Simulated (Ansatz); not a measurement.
# GaH5OSnTe2: shape, modes and thermochemistry

Aim: relax GaH5OSnTe2 from a cheap starting geometry, then compute its harmonic vibrations to see whether it is a minimum and to get the zero-point energy and entropy.

The runs use Ansatz 0.2.0, Gaussian basis; RKS PBE0-D4/def2-TZVP.

Levels to be run: relaxation at PBE0-D4/def2-TZVP; harmonic vibrations at the same level.

1 further run of the same task is left out (set aside as unsound or not needed).

## Step 1: Starting geometry

SMILES `[SnH3][O][Ga]([TeH])[TeH]`, 10 atoms, charge 0, spin multiplicity 1.

Atoms are counted from 1 here; the program's logs count them from 0.

Bond lengths: Sn1–O2 1.945 Å, Sn1–H6 1.664 Å, Sn1–H7 1.660 Å, Sn1–H8 1.662 Å, O2–Ga3 1.755 Å, Ga3–Te4 2.518 Å, Ga3–Te5 2.513 Å, Te4–H9 1.633 Å, Te5–H10 1.643 Å. Angles: O2–Sn1–H6 105.4°, O2–Sn1–H7 104.4°, O2–Sn1–H8 104.5°, H6–Sn1–H7 113.7°, H6–Sn1–H8 113.4°, H7–Sn1–H8 114.1°, Sn1–O2–Ga3 175.1°, O2–Ga3–Te4 112.5°, O2–Ga3–Te5 111.3°, Te4–Ga3–Te5 136.2°, Ga3–Te4–H9 89.2°, Ga3–Te5–H10 87.3°.

Coordinates:

```mol
GaH5OSnTe2
  3D, bonds by distance, orders not assigned

 10  9  0  0  0  0  0  0  0  0999 V2000
   -2.2691    0.0127   -0.3615 Sn  0  0
   -0.3505   -0.0107   -0.0418 O   0  0
    1.3498   -0.0342    0.3936 Ga  0  0
    2.8598    0.2248   -1.6048 Te  0  0
    1.6551   -0.3010    2.8739 Te  0  0
   -2.9519    0.4981    1.0758 H   0  0
   -2.6363   -1.5514   -0.7796 H   0  0
   -2.4725    1.1094   -1.5937 H   0  0
    1.5409    0.3048   -2.5638 H   0  0
    3.2747   -0.2526    2.6018 H   0  0
  1  2  8  0
  2  3  8  0
  3  4  8  0
  3  5  8  0
  1  6  8  0
  1  7  8  0
  1  8  8  0
  4  9  8  0
  5 10  8  0
M  END
```

The start is a GFN2-xTB geometry. Sn, Te take the def2 core potential; no spin-orbit term is included.

## Step 2: Relaxation at PBE0-D4/def2-TZVP

File in.yaml:

```yaml
crystal:
  periodic: [false, false, false]
  atoms:
    - {symbol: Sn, position_ang: [-2.269110, 0.012720, -0.361520]}
    - {symbol: O, position_ang: [-0.350500, -0.010710, -0.041800]}
    - {symbol: Ga, position_ang: [1.349800, -0.034200, 0.393600]}
    - {symbol: Te, position_ang: [2.859800, 0.224800, -1.604780]}
    - {symbol: Te, position_ang: [1.655060, -0.301040, 2.873950]}
    - {symbol: H, position_ang: [-2.951860, 0.498100, 1.075810]}
    - {symbol: H, position_ang: [-2.636320, -1.551380, -0.779620]}
    - {symbol: H, position_ang: [-2.472480, 1.109430, -1.593670]}
    - {symbol: H, position_ang: [1.540930, 0.304840, -2.563750]}
    - {symbol: H, position_ang: [3.274670, -0.252570, 2.601780]}
basis:
  gaussian: {orbitals: def2-TZVP}
hamiltonian: {xc: pbe0, dispersion: d4}
relax: {f_tol: 0.005, max_steps: 150}
```

The run is started by

```bash
> ansatz run in.yaml --threads 2 --pin off --events-out ev --progress --plain --max-ram 20480MiB --backend cuda --devices 0, --max-vram 18GiB
```

The runs that follow: Force constants and modes.

**Question.** What will the summary of the whole plan be? Wanted: point group; shift from the start; total energy; dispersion term; dipole moment; lowest, highest wavenumber; zero-point energy.

The runs gave:

| quantity | value |
| --- | --- |
| point group | Cs |
| steps | 30 |
| shift from the start (rms) | 0.700 Å |
| total energy | -74920.1530 eV |
| dispersion term | -337 meV |
| dipole moment | 1.15 D |
| lowest, highest wavenumber | 35, 2157 cm⁻¹ |
| zero-point energy | 100.8 kJ/mol |
| entropy at 298.15 K | 493.1 J/(mol K) |

The atoms moved 0.70 Å (rms) from the start; the bond that changed most is Sn1–H6, from 1.664 to 1.712 Å. All wavenumbers are real, so the end point is a minimum. The stiffest mode, 2157 cm⁻¹, is a Te–H stretch, and 8 modes under 200 cm⁻¹ make the vibrational entropy uncertain. Harmonic hybrid wavenumbers usually lie a few per cent above measured fundamentals. The largest Mulliken charge, -0.59 e, sits on O2.
